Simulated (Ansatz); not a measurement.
# C3H11MgN: the cost of one run

All numbers below are computed with Ansatz 0.2.0 (RKS B3LYP/def2-SVP).

## Step 1: The structure to begin with

Bond lengths: Mg1–C3 2.116 Å, Mg1–N5 2.476 Å, N5–C6 1.437 Å, N5–C7 1.437 Å, C3–H8 1.087 Å, C3–H9 1.091 Å, C3–H10 1.088 Å, C6–H11 1.100 Å, C6–H12 1.092 Å, C6–H13 1.103 Å, C7–H14 1.101 Å, C7–H15 1.098 Å, C7–H16 1.103 Å. Angles (14 of 22 angles, heavy atoms first): C3–Mg1–N5 132.0°, Mg1–N5–C6 136.9°, Mg1–N5–C7 107.9°, C6–N5–C7 112.4°, Mg1–C3–H8 115.0°, Mg1–C3–H9 105.5°, Mg1–C3–H10 111.6°, N5–C6–H11 111.7°, N5–C6–H12 109.0°, N5–C6–H13 111.5°, N5–C7–H14 111.7°, N5–C7–H15 108.4°, N5–C7–H16 112.1°, H8–C3–H9 108.1°.

Structure file:

```xyz
16

Mg   -0.6478    0.0450    1.5831
H     1.6122   -0.1398    1.5487
C    -2.1709    1.4812    1.8909
H     1.3395   -0.4090    0.6409
N     0.5863   -0.6491   -0.4475
C     0.8863   -1.8812   -1.1224
C     0.6763    0.4888   -1.3205
H    -2.6139    1.4764    2.8830
H    -1.6928    2.4496    1.7378
H    -2.9701    1.3797    1.1596
H     0.1317   -2.1216   -1.8858
H     0.9076   -2.6912   -0.3902
H     1.8652   -1.8378   -1.6286
H    -0.1401    0.4995   -2.0596
H     0.6025    1.3996   -0.7123
H     1.6280    0.5100   -1.8772
```

## Step 2: Pulling towards end A

Springs on the bonds that form and break draw the guess towards this end; the thresholds are loose.

The input, input.yaml:

```yaml
crystal:
  periodic: [false, false, false]
  atoms:
    - { symbol: Mg, position_ang: [-0.6478, 0.045, 1.5831] }
    - { symbol: H, position_ang: [1.6122, -0.1398, 1.5487] }
    - { symbol: C, position_ang: [-2.1709, 1.4812, 1.8909] }
    - { symbol: H, position_ang: [1.3395, -0.409, 0.6409] }
    - { symbol: "N", position_ang: [0.5863, -0.6491, -0.4475] }
    - { symbol: C, position_ang: [0.8863, -1.8812, -1.1224] }
    - { symbol: C, position_ang: [0.6763, 0.4888, -1.3205] }
    - { symbol: H, position_ang: [-2.6139, 1.4764, 2.883] }
    - { symbol: H, position_ang: [-1.6928, 2.4496, 1.7378] }
    - { symbol: H, position_ang: [-2.9701, 1.3797, 1.1596] }
    - { symbol: H, position_ang: [0.1317, -2.1216, -1.8858] }
    - { symbol: H, position_ang: [0.9076, -2.6912, -0.3902] }
    - { symbol: H, position_ang: [1.8652, -1.8378, -1.6286] }
    - { symbol: H, position_ang: [-0.1401, 0.4995, -2.0596] }
    - { symbol: H, position_ang: [0.6025, 1.3996, -0.7123] }
    - { symbol: H, position_ang: [1.628, 0.51, -1.8772] }
basis:
  gaussian: { orbitals: def2-SVP }
hamiltonian:
  xc: b3lyp
relax:
  f_tol: 0.15
  max_steps: 25
  restrain:
    - { distance: [0, 4], at: 3.42, k: 30.0 }
    - { distance: [3, 1], at: 1.92, k: 30.0 }
    - { distance: [0, 1], at: 1.72, k: 30.0 }
    - { distance: [3, 4], at: 1.02, k: 30.0 }
```

Run with:

```sh
> ansatz run input.yaml --threads 4 --pin off --max-ram 5120MiB --backend cpu --events-out ev --progress --plain --runs-dir out
```

Q: Estimate wall time and peak memory on 4 threads of Arm Neoverse N1, shared host.

About 46 s, with a peak of 0.31 GiB.
